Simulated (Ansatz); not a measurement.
# BeGaH (singlet): the correlation ladder at distance Ga1–Be2 = 3.459 Å, cc-pVDZ

An exercise on one series of results from a longer session: the logs are not shown, and one member is left open.

Computed with Ansatz 0.2.0, Gaussian basis. Level: cc-pVDZ, core rule «outside noble gas», up to 15 orbitals frozen.

Plan: UHF; CCSD(T) on RHF; CCSD(T) on UHF; BCCD(T) on RHF; CISD; CCSDT(Q) on RHF; CCSDT(Q) on UHF; CASSCF and MRCISD+Q, 2 electrons in 2 orbitals; CASSCF and NEVPT2, 2 electrons in 2 orbitals; CASSCF and MRCISD+Q, 6 electrons in 9 orbitals; CASSCF and NEVPT2, 6 electrons in 9 orbitals; Full CI.

31 further runs of the same task are left out: 10 for a known fault of the program, 16 that didn't finish, 5 set aside as unsound or not needed.

**The geometry**

The geometry derives from a PBE0/def2-TZVP stationary point (not a proven minimum). One bond is set to the value named and the two fragments are kept rigid. No spin-orbit coupling is included. The filled d shell of Ga may be among the frozen orbitals whatever the setting's name suggests; the logs give the count.

3 atoms, charge 0, spin multiplicity 1.

Atoms are counted from 1 here; the program's logs count them from 0.

Bond lengths: Be2–H3 1.359 Å.

Coordinates:

```tsv
atom	x (Å)	y (Å)	z (Å)
Ga1	0.00000	0.00000	2.75912
Be2	0.00000	0.00000	-0.69988
H3	0.00000	0.00000	-2.05925
```

The first run:

Input file in.yaml:

```yaml
crystal:
  periodic: [false, false, false]
  atoms:
    - {symbol: Ga, position_ang: [0.000000, 0.000000, 2.759123]}
    - {symbol: Be, position_ang: [0.000000, 0.000000, -0.699877]}
    - {symbol: H, position_ang: [0.000000, 0.000000, -2.059247]}
basis:
  gaussian: {orbitals: cc-pVDZ}
magnetization: {spin_polarized: true, initial_magnetization: 0}
hamiltonian: {xc: hf}
output: {orbitals: {seedname: orbitals}}
```

The run is started by

```console
> ansatz run in.yaml --threads 1 --pin off --events-out ev --progress --plain --max-ram 2393MiB
```

Steps of the session up to this table: UHF; CCSD(T) on RHF; CCSD(T) on UHF; BCCD(T) on RHF; CISD; CCSDT(Q) on RHF; CCSDT(Q) on UHF; CASSCF and MRCISD+Q, 2 electrons in 2 orbitals; CASSCF and NEVPT2, 2 electrons in 2 orbitals; CASSCF and MRCISD+Q, 6 electrons in 9 orbitals; CASSCF and NEVPT2, 6 electrons in 9 orbitals; Full CI.

One table of the session follows, with a row left open; its other results are not shown here.

It belongs to the step «Misses and costs». 

| method | from FCI (meV) |
| --- | --- |
| RHF | +3136.6 |
| UHF | +3039.8 |
| RMP2 | +974.2 |
| CISD | +310.2 |
| RCCSD | +113.0 |
| RCCSD(T) | +33.6 |
| BCCD(T) | +33.3 |
| RCCSDT | ? |
| RCCSDT(Q) | +1.6 |
| CASSCF pair | +2551.4 |
| NEVPT2 pair | +794.1 |
| MRCISD pair | +177.5 |
| MRCISD+Q pair | -35.5 |
| CASSCF valence | +1209.9 |
| NEVPT2 valence | +429.9 |
| MRCISD valence | +53.0 |
| MRCISD+Q valence | +10.7 |
| FCI | 0 |

**Question.** Estimate the row for RCCSDT.

**Answer.** from FCI (meV): +6.4. In the column «from FCI (meV)» it lies between RCCSDT(Q) (+1.6) and MRCISD+Q valence (+10.7).

Not comparable, so not listed: CCSD(T) on UHF; CCSDT(Q) on UHF (they don't share determinant, frozen orbitals or solution with the rows shown, or repeat one).

To keep in mind: MRCISD+Q pair falls below full CI: the +Q correction isn't variational, and the cores differ from full CI's.
